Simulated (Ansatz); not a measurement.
HfIn4SiO6:

```
CELL_PARAMETERS angstrom
5.69867 0.00381 0.01559
-0.70506 6.10815 -0.00575
-2.73718 -1.39557 6.63076
ATOMIC_POSITIONS crystal
Hf 0.11793 0.01556 0.13292
In 0.38842 0.99901 0.72891
In 0.75865 0.00842 0.49586
In 0.23461 0.48841 0.53300
In 0.59649 0.48211 0.20528
Si 0.86778 0.44029 0.85544
O 0.55316 0.38738 0.79290
O 0.93454 0.38483 0.65596
O 0.98414 0.26218 0.00347
O 0.99083 0.69806 0.98452
O 0.08665 0.06493 0.39374
O 0.48680 0.10883 0.21799
```

The cell was built by a generator and needn't be a form met in nature.

- Program: Ansatz 0.2.0
- Task: relaxation of cell and atoms
- Functional: r2SCAN
- Dispersion: D4
- Potentials or basis: Ansatz PAW
- Cutoff: 500 eV (not typed: the program's choice for these potentials)
- k mesh: 4 × 4 × 3
- Occupations: fermi-dirac, width 0.05 eV
- Spin: no spin polarisation

At the start: volume 19.25 Å³/atom.

Task: How do energy, volume and symmetry change on relaxing?

Result: It ends after 15 steps and the volume is 17.71 Å³/atom (-8.0 %); space group P1 (No. 1, to 0.05 Å).

Step by step:
```
step  energy change (eV)  largest force (eV/Å)  volume (Å³)
   1              0.0000                0.3586       231.05
   2             -0.1232                0.5244       215.04
   3             -0.1657                0.2317       216.30
   4             -0.1726                0.1231       216.01
   5             -0.1769                0.1236       215.14
   6             -0.1848                0.1538       213.97
   7             -0.1899                0.2219       212.72
   8             -0.1927                0.1058       213.15
   9             -0.1946                0.0707       212.91
  10             -0.1957                0.0521       212.50
  11             -0.1960                0.0227       212.59
  12             -0.1961                0.0176       212.67
  13             -0.1962                0.0141       212.58
  14             -0.1962                0.0053       212.57
  15             -0.1903                0.0056       212.57
```

Final structure:
```
Hf In Si O
1.0
     5.51243   -0.06013    0.11719
    -0.75066    6.08470   -0.00063
    -2.51296   -1.33866    6.28932
Hf In Si O
1 4 1 6
Cartesian
  0.3902 -0.0644 0.7439
  -0.5059 5.0460 4.5841
  2.9284 -0.6834 3.2087
  -0.3234 2.2135 3.3612
  2.4257 2.5994 1.7506
  2.2435 1.4820 5.4596
  0.6855 1.1796 5.0498
  3.1465 1.4880 4.0950
  5.2392 1.5531 0.0905
  2.3866 2.8601 6.2956
  -0.5214 -0.0949 2.4880
  2.1566 0.3757 1.4264
```

Caveat: the plane-wave basis is chosen anew once the cell has moved, so the energies of steps on either side of that aren't comparable; the PAW data sets come from PBE, with cores solved anew for the run's functional, which leaves a small shift of forces and pressure.
